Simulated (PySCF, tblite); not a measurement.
# C₂H₁₂Ge₂OSi: geometry, infrared bands and NMR shifts

What infrared bands and NMR shifts should C₂H₁₂Ge₂OSi (`CC[SiH2][GeH2][O][GeH3]`) show?

Programs: tblite 0.8.0 and PySCF 2.14.0, with density-fitted response routines of our own. Each step states its level of theory. These are calculated values for one molecule in the gas phase, unless marked as measured. Atoms are numbered from 0 throughout.

### 1 The molecule as given

18 atoms, charge 0, multiplicity 1; geometry from: force field or distance geometry start.

Bonds of the start (Å): C0–C1 1.51, C1–Si2 1.86, Si2–Ge3 2.30, Ge3–O4 1.79, O4–Ge5 1.78, C0–H6 1.12, C0–H7 1.12, C0–H8 1.10, C1–H9 1.12, C1–H10 1.11, Si2–H11 1.49, Si2–H12 1.48, Ge3–H13 1.55, Ge3–H14 1.55, Ge5–H15 1.55, Ge5–H16 1.54, Ge5–H17 1.56.

### 2 Optimising the geometry with GFN2-xTB

Job settings and geometry (Å):

```
{"job": {"kind": "relax", "xc": "GFN2-xTB", "basis": "xTB"}, "charge": 0, "multiplicity": 1}
C     -1.742000    -1.308400    -0.627100
C     -2.319300     0.075200    -0.409000
Si    -1.098000     1.256100     0.353400
Ge     0.944200     1.264400    -0.704100
O      2.217700     0.710800     0.424200
Ge     3.100100    -0.720600    -0.163400
H     -2.633500    -1.973300    -0.758100
H     -1.155900    -1.672100     0.255100
H     -1.129400    -1.295200    -1.542600
H     -3.223200     0.016100     0.255700
H     -2.653400     0.439500    -1.403300
H     -1.672900     2.610800     0.142800
H     -0.940200     1.081300     1.810300
H      1.249200     2.694700    -1.223200
H      0.931400     0.352000    -1.958500
H      4.221600    -1.131400     0.830300
H      2.136800    -1.913200    -0.269400
H      3.758000    -0.480300    -1.554400
```

Launch:

```console
$ OMP_NUM_THREADS=1 python probes_run.py task.json out
```

The driver reads the jobs from task.json and runs them one after another.

**Question.** This job is followed by: GFN2-xTB harmonic vibrations, gas phase; GIAO PBE0/pcSseg-1 NMR shielding, non-relativistic, gas phase. What will the session give for the following? strongest single infrared mode (GFN2-xTB); zero-point energy (GFN2-xTB); 13C shifts against TMS (PBE0/pcSseg-1); 1H shifts against TMS (PBE0/pcSseg-1, means over atoms taken as alike); 29Si shifts against TMS (PBE0/pcSseg-1); 73Ge shifts against GeMe4 (PBE0/pcSseg-1); 17O shifts against H2O (PBE0/pcSseg-1).

The runs gave:

| quantity | value |
| --- | --- |
| strongest single infrared mode (GFN2-xTB) | 1844 cm⁻¹, 616 km/mol |
| zero-point energy (GFN2-xTB) | 75.2 kcal/mol |
| 13C shifts against TMS (PBE0/pcSseg-1) | 13.9, 4.5 ppm |
| 1H shifts against TMS (PBE0/pcSseg-1, means over atoms taken as alike) | 5.75, 4.94, 4.18, 1.43, 0.94 ppm |
| 29Si shifts against TMS (PBE0/pcSseg-1) | -66.8 ppm |
| 73Ge shifts against GeMe4 (PBE0/pcSseg-1) | -45, -76 ppm |
| 17O shifts against H2O (PBE0/pcSseg-1) | -41.1 ppm |

Over 197 steps the energy fell by 0.598 eV; of the close pairs, Ge5–H17 changed most, 1.557 to 1.495 Å. No mode is imaginary among the 48: a minimum at this level. The strongest single mode, at 1844 cm⁻¹, moves mainly H13. GFN2-xTB is a fitted tight-binding method: band positions and strengths are rough. Its intensities can rank the bands wrongly. At PBE0/pcSseg-1: The largest span, 448 ppm, is at Ge3, where the paramagnetic term is -1382 ppm. Spin-orbit coupling is left out, which matters for shieldings and couplings at and beside the heavy atoms.
